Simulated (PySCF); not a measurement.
**Ways to converge the SCF of GeB⁺ (triplet)**

Do solver options change the result for GeB⁺ (triplet), or only the number of cycles?

Computed with PySCF 2.14.0. Level: method and basis as typed in the scripts.

7 further runs of the same task are left out: 7 that didn't finish.

### Step 1. Where the work starts

GeB⁺ (triplet): 2 atoms, charge 1, spin multiplicity 3.

Bond lengths: Ge1–B2 1.971 Å.

### Step 2. Base script

input.py reads:

```python
from pyscf import gto, dft

mol = gto.M(
    atom='Ge 0 0 0; B 0 0 1.971',
    basis='ano-rcc-vdzp',
    charge=1,
    spin=2,
    symmetry=True,
    verbose=4,
)
mf = dft.ROKS(mol, xc='b3pw91')
mf = mf.sfx2c1e()
mf.kernel()
mf.dip_moment()
print('orbital energies (hartree):', mf.mo_energy[..., max(0, mol.nelec[1]-3):mol.nelec[0]+3].round(4))
```

Run with:

```bash
$ OMP_NUM_THREADS=1 python input.py
```

Its log is not repeated here.

It gives: E(SCF) = -2123.185179 Eh, 9 cycles.

The bond length is a typed value, not an optimised one. The dipole of an ion depends on the origin. The triplet is typed in the script; nothing here shows that it is the ground state.

### Step 3. DIIS space 2

Variant 1 changes DIIS space: default → 2.

Edit input.py of step 2 so:

```diff
@@ -12,2 +12,3 @@
 mf = mf.sfx2c1e()
+mf.diis_space = 2
 mf.kernel()
```

Run with:

```bash
$ OMP_NUM_THREADS=1 python input.py
```

Output (excerpt; [...] marks lines left out):

```text
[lines on the frontier levels of each cycle are left out]
PySCF version 2.14.0

[INPUT] verbose = 4
[INPUT] num. atoms = 2
[INPUT] num. electrons = 36
[INPUT] charge = 1
[INPUT] spin (= nelec alpha-beta = 2S) = 2
[INPUT] symmetry True subgroup None
[INPUT] Mole.unit = angstrom
[INPUT] Symbol           X                Y                Z      unit          X                Y                Z       unit  Magmom
[INPUT]  1 Ge     0.000000000000   0.000000000000   0.000000000000 AA    0.000000000000   0.000000000000   0.000000000000 Bohr   0.0
[INPUT]  2 B      0.000000000000   0.000000000000   1.971000000000 AA    0.000000000000   0.000000000000   3.724650191518 Bohr   0.0

nuclear repulsion = 42.9570541589041
point group symmetry = Coov
symmetry origin: [0.         0.         0.50333111]
symmetry axis x: [1. 0. 0.]
symmetry axis y: [0. 1. 0.]
symmetry axis z: [0. 0. 1.]
num. orbitals of irrep A1 = 17
num. orbitals of irrep E1x = 9
num. orbitals of irrep E1y = 9
num. orbitals of irrep E2x = 3
num. orbitals of irrep E2y = 3
number of shells = 6
number of NR pGTOs = 192
number of NR cGTOs = 41
basis = ano-rcc-vdzp
ecp = {}

******** <class 'pyscf.x2c.sfx2c1e.sfX2C1eSymAdaptedROKS'> ********
method = sfX2C1eSymAdaptedROKS
initial guess = minao
damping factor = 0
level_shift factor = 0
DIIS = <class 'pyscf.scf.diis.CDIIS'>
diis_start_cycle = 1
diis_space = 2
diis_damp = 0
SCF conv_tol = 1e-09
SCF conv_tol_grad = None
SCF max_cycles = 50
direct_scf = True
direct_scf_tol = 1e-13
num. doubly occ = 17  num. singly occ = 2
XC library pyscf.dft.libxc version 7.0.0
    S. Lehtola, C. Steigemann, M. J.T. Oliveira, and M. A.L. Marques.,  SoftwareX 7, 1–5 (2018)
XC functionals = b3pw91
    A. D. Becke.,  J. Chem. Phys. 98, 5648 (1993)
radial grids:
    Treutler-Ahlrichs [JCP 102, 346 (1995); DOI:10.1063/1.469408] (M4) radial grids

becke partition: Becke, JCP 88, 2547 (1988); DOI:10.1063/1.454033
pruning grids: <function nwchem_prune>
grids dens level: 3
symmetrized grids: True
atomic radii adjust function: <function treutler_atomic_radii_adjust>
small_rho_cutoff = 0

******** <class 'pyscf.x2c.sfx2c1e.SpinFreeX2CHelper'> ********
approx = 1e
xuncontract = 1
Freeze 0 electrons in irreps []
    36 free electrons in irreps A1 E1x E1y E2x E2y
Set gradient conv threshold to 3.16228e-05
tot grids = 34688
init E= -2123.5532821688
cycle= 1 E= -2123.15410189117  delta_E= 0.399  |g|= 0.31  |ddm|= 1.37
cycle= 2 E= -2123.15133923574  delta_E= 0.00276  |g|= 0.37  |ddm|= 0.509
cycle= 3 E= -2123.16965965049  delta_E= -0.0183  |g|= 0.159  |ddm|= 0.493
cycle= 4 E= -2123.12308005019  delta_E= 0.0466  |g|= 0.367  |ddm|= 0.647
cycle= 5 E= -2123.18396920064  delta_E= -0.0609  |g|= 0.0421  |ddm|= 0.367
cycle= 6 E= -2123.18306165589  delta_E= 0.000908  |g|= 0.0549  |ddm|= 0.146
cycle= 7 E= -2123.18517734173  delta_E= -0.00212  |g|= 0.00382  |ddm|= 0.0851
cycle= 8 E= -2123.18517057395  delta_E= 6.77e-06  |g|= 0.0058  |ddm|= 0.00452
cycle= 9 E= -2123.18516179911  delta_E= 8.77e-06  |g|= 0.00506  |ddm|= 0.0123
cycle= 10 E= -2123.18516965742  delta_E= -7.86e-06  |g|= 0.00388  |ddm|= 0.0133
cycle= 11 E= -2123.18517931955  delta_E= -9.66e-06  |g|= 0.00121  |ddm|= 0.00539
cycle= 12 E= -2123.18517676171  delta_E= 2.56e-06  |g|= 0.0025  |ddm|= 0.00317
cycle= 13 E= -2123.18517826303  delta_E= -1.5e-06  |g|= 0.0013  |ddm|= 0.00482
cycle= 14 E= -2123.18517901277  delta_E= -7.5e-07  |g|= 0.000874  |ddm|= 0.00317
cycle= 15 E= -2123.18517943103  delta_E= -4.18e-07  |g|= 0.000352  |ddm|= 0.000977
cycle= 16 E= -2123.18517902128  delta_E= 4.1e-07  |g|= 0.000906  |ddm|= 0.0014
cycle= 17 E= -2123.18517940273  delta_E= -3.81e-07  |g|= 0.000276  |ddm|= 0.00158
cycle= 18 E= -2123.18517943503  delta_E= -3.23e-08  |g|= 0.000197  |ddm|= 0.000666
cycle= 19 E= -2123.18517945259  delta_E= -1.76e-08  |g|= 8.81e-05  |ddm|= 0.000177
cycle= 20 E= -2123.1851794209  delta_E= 3.17e-08  |g|= 0.000241  |ddm|= 0.000406
cycle= 21 E= -2123.1851794531  delta_E= -3.22e-08  |g|= 5.09e-05  |ddm|= 0.000404
cycle= 22 E= -2123.18517945437  delta_E= -1.27e-09  |g|= 3.74e-05  |ddm|= 0.000113
cycle= 23 E= -2123.18517945455  delta_E= -1.77e-10  |g|= 2.53e-05  |ddm|= 9.99e-06
Extra cycle  E= -2123.18517945192  delta_E= 2.63e-09  |g|= 7.54e-05  |ddm|= 0.000126
converged SCF energy = -2123.18517945192
Dipole moment(X, Y, Z, Debye):  0.00000,  0.00000,  3.23422
orbital energies (hartree): [-1.4602 -0.8108 -0.5982 -0.4314 -0.4314 -0.411  -0.2825 -0.2825]
```

Wall time 6.5 s (1 thread of Arm Neoverse V2, shared host).

This run: E(SCF) = -2123.185179 Eh (no change), 23 cycles.

### Step 4. Initial guess atom

Variant 2 changes initial guess: minao → atom.

Edit input.py of step 2 so:

```diff
@@ -12,2 +12,3 @@
 mf = mf.sfx2c1e()
+mf.init_guess = 'atom'
 mf.kernel()
```

Run with:

```bash
$ OMP_NUM_THREADS=1 python input.py
```

Output:

```text
[... 32 set-up lines left out, the same as in an earlier log ...]
initial guess = atom
[... 4 set-up lines left out, the same as in an earlier log ...]
diis_space = 8
[... 27 set-up lines left out, the same as in an earlier log ...]
Initial guess from the superposition of atomic densities.
Spherically averaged atomic HF for {'Ge', 'B'}
[... 1 set-up line left out, the same as in an earlier log ...]
******** <class 'pyscf.scf.atom_hf.AtomSphAverageRHF'> ********
method = AtomSphAverageRHF
[... 5 set-up lines left out, the same as in an earlier log ...]
diis_space = 8
[... 6 set-up lines left out, the same as in an earlier log ...]
atom = Ge
[... 1 set-up line left out, the same as in an earlier log ...]
Initial guess from minao.
init E= -2061.78479087224
cycle= 1 E= -2061.81918334691  delta_E= -0.0344  |g|=    0  |ddm|= 0.268
cycle= 2 E= -2061.82141955872  delta_E= -0.00224  |g|=    0  |ddm|= 0.0929
cycle= 3 E= -2061.82352105854  delta_E= -0.0021  |g|=    0  |ddm|= 0.0377
cycle= 4 E= -2061.82352198384  delta_E= -9.25e-07  |g|=    0  |ddm|= 0.00164
cycle= 5 E= -2061.82352200709  delta_E= -2.32e-08  |g|=    0  |ddm|= 0.000241
cycle= 6 E= -2061.82352200761  delta_E= -5.21e-10  |g|=    0  |ddm|= 5.36e-05
Extra cycle  E= -2061.82352200761  delta_E= 1.36e-12  |g|=    0  |ddm|= 1.46e-06
Atomic HF for atom  Ge  converged. SCF energy = -2061.82352200761

******** <class 'pyscf.scf.atom_hf.AtomSphAverageRHF'> ********
method = AtomSphAverageRHF
initial guess = minao
damping factor = 0
level_shift factor = 0
DIIS = <class 'pyscf.scf.diis.CDIIS'>
diis_start_cycle = 1
diis_space = 8
diis_damp = 0
SCF conv_tol = 1e-09
SCF conv_tol_grad = None
SCF max_cycles = 50
direct_scf = True
direct_scf_tol = 1e-13
atom = B
Set gradient conv threshold to 3.16228e-05
Initial guess from minao.
init E= -24.343703439363
cycle= 1 E= -24.3704916131602  delta_E= -0.0268  |g|=    0  |ddm|= 0.226
cycle= 2 E= -24.3715941822052  delta_E= -0.0011  |g|=    0  |ddm|= 0.0551
cycle= 3 E= -24.3716399051228  delta_E= -4.57e-05  |g|=    0  |ddm|= 0.00778
cycle= 4 E= -24.3716408216594  delta_E= -9.17e-07  |g|=    0  |ddm|= 0.00218
cycle= 5 E= -24.3716408224173  delta_E= -7.58e-10  |g|=    0  |ddm|= 3.95e-05
Extra cycle  E= -24.3716408224173  delta_E= -3.2e-14  |g|=    0  |ddm|= 2.1e-07
Atomic HF for atom  B  converged. SCF energy = -24.3716408224173

tot grids = 34688
init E= -2123.59259651413
HOMO (E1y) = -0.228888523229156  LUMO (A1) = -0.220033810559362
cycle= 1 E= -2123.17863024866  delta_E= 0.414  |g|= 0.109  |ddm|= 1.41
HOMO (E1y) = -0.449414922404631  LUMO (A1) = -0.431211809568854
cycle= 2 E= -2123.18414196245  delta_E= -0.00551  |g|= 0.0683  |ddm|= 0.163
HOMO (E1y) = -0.434127261253463  LUMO (A1) = -0.413147769901197
cycle= 3 E= -2123.1834402461  delta_E= 0.000702  |g|= 0.0577  |ddm|= 0.112
HOMO (E1y) = -0.432605777555946  LUMO (A1) = -0.413467773310508
cycle= 4 E= -2123.18463669124  delta_E= -0.0012  |g|= 0.0285  |ddm|= 0.116
HOMO (E1y) = -0.431194692059059  LUMO (A1) = -0.41092548503482
cycle= 5 E= -2123.18517354945  delta_E= -0.000537  |g|= 0.00443  |ddm|= 0.0384
HOMO (E1y) = -0.431715345537985  LUMO (A1) = -0.41130942616167
cycle= 6 E= -2123.18517764487  delta_E= -4.1e-06  |g|= 0.00175  |ddm|= 0.00438
HOMO (E1y) = -0.431444022386261  LUMO (A1) = -0.411052382788409
cycle= 7 E= -2123.18517937338  delta_E= -1.73e-06  |g|= 0.000364  |ddm|= 0.00232
HOMO (E1y) = -0.431419354953866  LUMO (A1) = -0.411008177789317
cycle= 8 E= -2123.18517945465  delta_E= -8.13e-08  |g|= 2.22e-05  |ddm|= 0.000729
HOMO (E1y) = -0.431421099761145  LUMO (A1) = -0.41101226062453
cycle= 9 E= -2123.18517945483  delta_E= -1.82e-10  |g|= 1.16e-05  |ddm|= 2.91e-05
HOMO (E1y) = -0.431420154542466  LUMO (A1) = -0.411011080674102
Extra cycle  E= -2123.18517945479  delta_E= 4.05e-11  |g|= 1.23e-05  |ddm|= 1.69e-05
converged SCF energy = -2123.18517945479
Dipole moment(X, Y, Z, Debye):  0.00000,  0.00000,  3.23565
orbital energies (hartree): [-1.4602 -0.8108 -0.5982 -0.4314 -0.4314 -0.411  -0.2825 -0.2825]
```

Wall time 5.2 s (1 thread of Arm Neoverse V2, shared host).

This run: E(SCF) = -2123.185179 Eh (no change), 9 cycles.

### Step 5. Smearing width 0.05 hartree

Variant 3 changes smearing width: none → 0.05 hartree.

Edit input.py of step 2 so:

```diff
@@ -1,2 +1,2 @@
-from pyscf import gto, dft
+from pyscf import gto, dft, scf
 
@@ -12,2 +12,3 @@
 mf = mf.sfx2c1e()
+mf = scf.addons.smearing_(mf, sigma=0.05, method='fermi')
 mf.kernel()
```

Run with:

```bash
$ OMP_NUM_THREADS=1 python input.py
```

Output:

```text
[... 30 set-up lines left out, the same as in an earlier log ...]
******** <class 'pyscf.scf.smearing.SmearingsfX2C1eSymAdaptedRKS'> ********
method = SmearingsfX2C1eSymAdaptedRKS
[... 32 set-up lines left out, the same as in an earlier log ...]
WARN: Invalid number of electrons 36 for RHF method.
[... 4 set-up lines left out, the same as in an earlier log ...]
init E= -2123.5532821688
    sigma = 0.05  Optimized mu = -0.205827796321  entropy = 5.00349369037
    Total E(T) = -2123.04805857268  Free energy = -2123.2982332572  E0 = -2123.17314591494
cycle= 1 E= -2123.04805857268  delta_E= 0.505  |g|= 0.225  |ddm|= 1.28
    sigma = 0.05  Optimized mu = -0.506117689848  entropy = 4.82192330841
    Total E(T) = -2123.06887370145  Free energy = -2123.30996986687  E0 = -2123.18942178416
cycle= 2 E= -2123.06887370145  delta_E= -0.0208  |g|= 0.218  |ddm|= 0.46
    sigma = 0.05  Optimized mu = -0.48031193159  entropy = 4.84285623378
    Total E(T) = -2123.08101735902  Free energy = -2123.32316017071  E0 = -2123.20208876486
cycle= 3 E= -2123.08101735902  delta_E= -0.0121  |g|= 0.0319  |ddm|= 0.134
    sigma = 0.05  Optimized mu = -0.465638483479  entropy = 4.8370761839
    Total E(T) = -2123.0811804488  Free energy = -2123.323034258  E0 = -2123.2021073534
cycle= 4 E= -2123.0811804488  delta_E= -0.000163  |g|= 0.0381  |ddm|= 0.072
    sigma = 0.05  Optimized mu = -0.466257720118  entropy = 4.84667582226
    Total E(T) = -2123.08124774401  Free energy = -2123.32358153513  E0 = -2123.20241463957
cycle= 5 E= -2123.08124774401  delta_E= -6.73e-05  |g|= 0.013  |ddm|= 0.0583
    sigma = 0.05  Optimized mu = -0.466038216873  entropy = 4.84419739183
    Total E(T) = -2123.08145099054  Free energy = -2123.32366086013  E0 = -2123.20255592534
cycle= 6 E= -2123.08145099054  delta_E= -0.000203  |g|= 0.000506  |ddm|= 0.0161
    sigma = 0.05  Optimized mu = -0.465995987729  entropy = 4.84397200043
    Total E(T) = -2123.08146241073  Free energy = -2123.32366101075  E0 = -2123.20256171074
cycle= 7 E= -2123.08146241073  delta_E= -1.14e-05  |g|= 5.38e-05  |ddm|= 0.00122
    sigma = 0.05  Optimized mu = -0.465992876773  entropy = 4.84398803612
    Total E(T) = -2123.08146160993  Free energy = -2123.32366101173  E0 = -2123.20256131083
cycle= 8 E= -2123.08146160993  delta_E= 8.01e-07  |g|= 1.33e-05  |ddm|= 0.000143
    sigma = 0.05  Optimized mu = -0.465992938977  entropy = 4.84398901195
    Total E(T) = -2123.08146156122  Free energy = -2123.32366101182  E0 = -2123.20256128652
cycle= 9 E= -2123.08146156122  delta_E= 4.87e-08  |g|= 5.52e-06  |ddm|= 2.45e-05
    sigma = 0.05  Optimized mu = -0.465992812258  entropy = 4.84398916763
    Total E(T) = -2123.08146155344  Free energy = -2123.32366101182  E0 = -2123.20256128263
cycle= 10 E= -2123.08146155344  delta_E= 7.79e-09  |g|= 5.37e-06  |ddm|= 1.09e-06
    sigma = 0.05  Optimized mu = -0.465992675041  entropy = 4.84398893159
    Total E(T) = -2123.08146156524  Free energy = -2123.32366101182  E0 = -2123.20256128853
cycle= 11 E= -2123.08146156524  delta_E= -1.18e-08  |g|= 5.44e-06  |ddm|= 1.42e-06
    sigma = 0.05  Optimized mu = -0.465992827383  entropy = 4.84398873598
    Total E(T) = -2123.08146157502  Free energy = -2123.32366101182  E0 = -2123.20256129342
cycle= 12 E= -2123.08146157502  delta_E= -9.78e-09  |g|= 5.1e-06  |ddm|= 2.04e-06
    sigma = 0.05  Optimized mu = -0.465992827336  entropy = 4.84398874039
    Total E(T) = -2123.0814615748  Free energy = -2123.32366101182  E0 = -2123.20256129331
cycle= 13 E= -2123.0814615748  delta_E= 2.2e-10  |g|= 5.03e-06  |ddm|= 4.33e-07
    sigma = 0.05  Optimized mu = -0.465992897707  entropy = 4.84398879539
    Total E(T) = -2123.08146157205  Free energy = -2123.32366101182  E0 = -2123.20256129194
Extra cycle  E= -2123.08146157205  delta_E= 2.75e-09  |g|= 4.22e-06  |ddm|= 3.89e-06
converged SCF energy = -2123.08146157205
Dipole moment(X, Y, Z, Debye):  0.00000,  0.00000,  2.99358
orbital energies (hartree): [-1.4651 -0.8233 -0.5997 -0.4348 -0.4348 -0.4261 -0.2885 -0.2885]
```

It took 4.4 s on 1 thread of Arm Neoverse V2, shared host.

The smearing width (0.05 hartree) was meant as a poor choice, so the numbers below may not describe GeB⁺ (triplet) as the base run means it. This run: E(SCF) = -2123.081462 Eh, 13 cycles.

Smearing with one chemical potential does not keep the typed spin. The energy is that at the smeared occupations, without the entropy term. Smearing with one chemical potential need not keep the typed spin, and ⟨S²⟩ has no meaning at fractional occupations.

### Step 6. Side by side

| run | E(SCF) (hartree) | from base (eV) | cycles |
| --- | --- | --- | --- |
| base | -2123.185179 | 0 | 9 |
| DIIS space 2 | -2123.185179 | 0.0000 | 23 |
| initial guess atom | -2123.185179 | 0.0000 | 9 |
| smearing width 0.05 hartree (poor choice) | -2123.081462 | not comparable | 13 |

Wall time on 1 thread of Arm Neoverse V2, shared host, start-up included: base 4.3 s; DIIS space 2 6.5 s; initial guess atom 5.2 s; smearing width 0.05 hartree (poor choice) 4.4 s.

Distance from each run's final energy (log10 hartree) by cycle:

| run | cycle 1 | cycle 2 | cycle 3 | cycle 5 | cycle 8 | cycle 12 |
| --- | --- | --- | --- | --- | --- | --- |
| base | -1.5 | -1.5 | -1.8 | -3.9 | -10.7 | done |
| DIIS space 2 | -1.5 | -1.5 | -1.8 | -2.9 | -5.1 | -5.6 |
| initial guess atom | -2.2 | -3.0 | -2.8 | -5.2 | -9.9 | done |
| smearing width 0.05 hartree (poor choice) | -1.5 | -1.9 | -3.4 | -3.7 | -7.4 | -8.5 |

What this shows: The SCF energy stays the same, to the digits that matter, with DIIS space 2 or initial guess atom. The base needs 9 cycles and the run with DIIS space 2 needs 23. Rows marked «poor choice» come from settings spoiled on purpose.
